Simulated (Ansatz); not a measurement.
Runs of Ansatz 0.2.0 on HfGe. The structure is cubic, space group Pm-3m (No. 221). The conventional cell has a = 3.501 Å, b = 3.501 Å, c = 3.501 Å, α = 90.00°, β = 90.00°, γ = 90.00°. Hf (site symmetry m-3m) is surrounded by 8 Ge at 3.03 Å. Ge (site symmetry m-3m) has 8 Hf at 3.03 Å as nearest neighbours. The cell was built by a generator and needn't be a form met in nature.

```csv
task,level,spin,cell,k mesh,points for each segment of the path,gap on the mesh (eV),pressure (GPa),relaxed volume (Å³/atom)
relaxation of cell and atoms,LDA,off,relaxed,8 × 8 × 8,-,none,0.0,(a)
band structure,PBEsol,off,as given,8 × 8 × 8,14,none,-15.0,-
relaxation of cell and atoms,PBEsol,off,relaxed,8 × 8 × 8,-,none,0.0,18.08
band structure,LDA,"SOC, no magnetisation",as given,6 × 6 × 6,14,none,-18.2,-
```

Alike in all rows: potentials or basis Ansatz PAW; cutoff (eV) 420; smearing fermi-dirac 0.05 eV.

Q: Estimate the missing entries.

A: (a) 17.55.

Caveats: the PAW data sets come from PBE, with cores solved anew for the run's functional, which leaves a small shift of forces and pressure; the volume moved by over 15 % at a fixed basis, so the end points are rough (some runs); the plane-wave basis is chosen anew once the cell has moved, so the energies of steps on either side of that aren't comparable (some runs); spin-orbit coupling is left out, which moves the levels of the heavy elements (some runs); so large a pressure means that the cell lies far from this level's equilibrium, or that cutoff or potentials fall short (some runs).

A k mesh can miss the band edges, and rows without SOC leave out spin-orbit coupling on Ge, Hf.

A gap of «none» marks a metal or a gap under the smearing width.
